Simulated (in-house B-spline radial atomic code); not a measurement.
**Sm⁴⁷⁺: parity violation, electron EDM and field shifts**

Aim: for Sm⁴⁷⁺, one electron outside the core [Ne] 3s2 3p1/2^2, the dipole amplitudes that the weak charge of the nucleus induces, the enhancement of an electron EDM and the field-shift constants, at three levels.

Method: Dirac-Hartree-Fock, RPA and Brueckner orbitals, sums over states, B-spline basis. Code: an in-house B-spline radial atomic code, version 1.

**1. The atom as given**

```
element     : samarium (Z = 62)
charge      : +47
closed core : [Ne] 3s2 3p1/2^2
nucleus     : mass number 152, rms radius 5.082 fm
note        : closed in jj coupling only
```

**2. The run and its levels**

Settings of the run, as the program recorded them:

```ini
basis_form = 2
Z = 62
core_configuration = [Ne] 3s2 3p-2
rms_radius = 5.0819
mass_number = 152
speed_of_light = 137.035999084
box_radius = 1.458
lmax = 6
intervals = 54
virtual_cutoff = 7688.0
```

On the command line:

```bash
$ python run_mb.py task.json out
```

task.json holds these settings.

After this run come: Weak-charge mixing; Electron EDM and scalar-pseudoscalar coupling; Field shifts.

**Question.** What will these runs give? Wanted: E1; EDM enhancement, 4s1/2; atomic EDM per C_SP and nucleon, 4s1/2; field shift, 4s1/2.

The runs gave:

| quantity | value |
| --- | --- |
| E1 (5s1/2 – 4s1/2) per unit weak charge | 0.005497 × 10⁻¹¹ e bohr |
| EDM enhancement, 4s1/2 | 125.7 |
| atomic EDM per C_SP and nucleon, 4s1/2 | -0.6153 × 10⁻²⁰ e cm |
| field shift, 4s1/2 | 837.4 GHz/fm² |

In words: The 5s1/2 – 4s1/2 amplitude changes by -4.0 % from DHF to RPA and by +0.091 % more on Brueckner orbitals. The EDM enhancement of 4s1/2 is 126, so in that state the EDM exceeds the electron's own. It is not the lowest valence state computed (3p3/2). These effects come from s and p1/2 electrons at the nucleus and grow steeply with Z. 3p3/2 has no density at the nucleus, so its DHF field shift is near zero; the RPA value, -111 GHz/fm², comes from the core's response and has the opposite sign to that of the s states. Breit, QED, the neutron skin and higher orders are left out.
